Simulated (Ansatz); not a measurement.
# C₂H₅InOSi: a ladder of functionals and wavefunction methods

Aim: compute C₂H₅InOSi with functionals from several rungs and with coupled cluster. The yardstick is the atomisation energy at the CCSD(T) limit.

Computed with Ansatz 0.2.0, Gaussian basis. Level: functionals in def2-TZVPP, the program's frozen cores in correlated methods.

The runs, in order: LDA (SPW92), PBE-D4, revPBE-D4, BLYP-D4, r2SCAN-D4, B97M-V, PBE0-D4, B3LYP-D4, r2SCANh-D4, r2SCAN0-D4, HSE06-D4, BHLYP-D4, CAM-B3LYP-D4, LC-ωPBE, ωB97X-V, ωB97M-V, B2PLYP, PBE-QIDH; CCSD(T)/def2-SVP; CCSD(T)/def2-TZVPP; MP2/def2-QZVPP; extrapolation to the limit; RPA on PBE.

## 1. The geometry

The geometry comes from an earlier relaxation with PBE0-D4 in a triple-zeta def2 set; it is a stationary point, not always the lowest conformer. In takes the def2 core potential; no spin-orbit term is included.

10 atoms, charge 0, spin multiplicity 1.

Atoms are counted from 1 here; the program's logs count them from 0.

Bond lengths: C1–In2 2.237 Å, C1–H6 1.094 Å, C1–H7 1.094 Å, C1–H8 1.094 Å, Si3–C4 1.877 Å, Si3–H9 1.508 Å, Si3–H10 1.514 Å, C4–O5 1.130 Å. Angles: In2–C1–H6 111.3°, In2–C1–H7 109.8°, In2–C1–H8 111.3°, H6–C1–H7 108.3°, H6–C1–H8 107.9°, H7–C1–H8 108.1°, C4–Si3–H9 89.0°, C4–Si3–H10 89.8°, H9–Si3–H10 100.5°, Si3–C4–O5 171.4°.

## 2. LDA

This LDA is Slater exchange with PW92 correlation.

Contents of in.yaml:

```yaml
crystal:
  periodic: [false, false, false]
  atoms:
    - {symbol: C, position_ang: [-2.054825, -1.438556, -0.233627]}
    - {symbol: In, position_ang: [-1.413796, 0.698839, -0.395945]}
    - {symbol: Si, position_ang: [1.611074, 0.268873, 0.345738]}
    - {symbol: C, position_ang: [1.884663, 2.002831, -0.320207]}
    - {symbol: O, position_ang: [1.977888, 2.989598, -0.863392]}
    - {symbol: H, position_ang: [-1.547974, -2.062733, -0.975708]}
    - {symbol: H, position_ang: [-3.133736, -1.515610, -0.398924]}
    - {symbol: H, position_ang: [-1.832308, -1.846833, 0.757194]}
    - {symbol: H, position_ang: [1.400694, 0.858309, 1.717956]}
    - {symbol: H, position_ang: [3.108310, 0.045283, 0.366916]}
basis:
  gaussian: {orbitals: def2-TZVPP}
hamiltonian: {xc: lda}
output: {orbitals: {seedname: orbitals}}
```

Run with:

```console
> ansatz run in.yaml --threads 4 --pin off --events-out ev --progress --plain --max-ram 10444MiB
```

Further steps of the session: PBE-D4 (GGA); revPBE-D4 (GGA); BLYP-D4 (GGA); r2SCAN-D4 (meta-GGA); B97M-V (meta-GGA); PBE0-D4 (hybrid); B3LYP-D4 (hybrid); r2SCANh-D4 (hybrid); r2SCAN0-D4 (hybrid); HSE06-D4 (hybrid); BHLYP-D4 (hybrid); CAM-B3LYP-D4 (range-separated); LC-ωPBE (range-separated); ωB97X-V (range-separated); ωB97M-V (range-separated); B2PLYP (double hybrid); PBE-QIDH (double hybrid); CCSD(T) in def2-SVP; CCSD(T) in def2-TZVPP; MP2 in def2-QZVPP; RPA on PBE orbitals.

Before running them: what should the planned runs give, taken together? Wanted: atomisation energy, CCSD(T)/CBS; farthest beyond LDA; mean size of error, GGA; mean size of error, meta-GGA; mean size of error, hybrid; mean size of error, range-separated; mean size of error, double hybrid; gap, smallest and largest; T1 diagnostic.

As calculated:

```
                               quantity                                                                                                           value
        atomisation energy, CCSD(T)/CBS                                                                                                   3390.9 kJ/mol
 functionals within 33.9 kJ/mol (1.0 %)  revPBE-D4, BLYP-D4, r2SCAN-D4, B97M-V, PBE0-D4, B3LYP-D4, r2SCANh-D4, HSE06-D4, CAM-B3LYP-D4, ωB97X-V, ωB97M-V
                    farthest beyond LDA                                                                                        BHLYP-D4 (-131.7 kJ/mol)
                mean size of error, GGA                                                                                                     48.5 kJ/mol
           mean size of error, meta-GGA                                                                                                     21.5 kJ/mol
             mean size of error, hybrid                                                                                                     37.1 kJ/mol
    mean size of error, range-separated                                                                                                     17.8 kJ/mol
      mean size of error, double hybrid                                                                                                     43.2 kJ/mol
              gap, smallest and largest                                                                            1.29 eV (BLYP-D4), 7.33 eV (LC-ωPBE)
                          T1 diagnostic                                                                                                          0.0182
triples share of the correlation energy                                                                                                           4.2 %
```

LDA overbinds by 525.2 kJ/mol (15 %). PBE-D4 is off by +99.3 kJ/mol. Double hybrids carry the basis error of their MP2 part in triple zeta, and no dispersion term here, so their miss is partly the set-up's. The rungs range-separated, meta-GGA miss on average by less than the doubt on the reference (33.9 kJ/mol), so they tie. The reference freezes the cores and leaves out spin-orbit coupling and excitations past (T), and its outer-core shells are covered unevenly, so misses under about 33.9 kJ/mol can't be ranked. All levels share the lack of spin-orbit coupling, which lowers the free heavy atoms and so the true binding. Hartree-Fock recovers 69 % of the binding; the rest is correlation. CCSD(T) in def2-SVP is off by -200.9 kJ/mol, more than most functionals: a good method in a small basis is no reference. Orbital gaps span 1.3 to 7.3 eV; exact exchange widens them. Correlated methods include outer-core shells of In, which these sets cover unevenly.
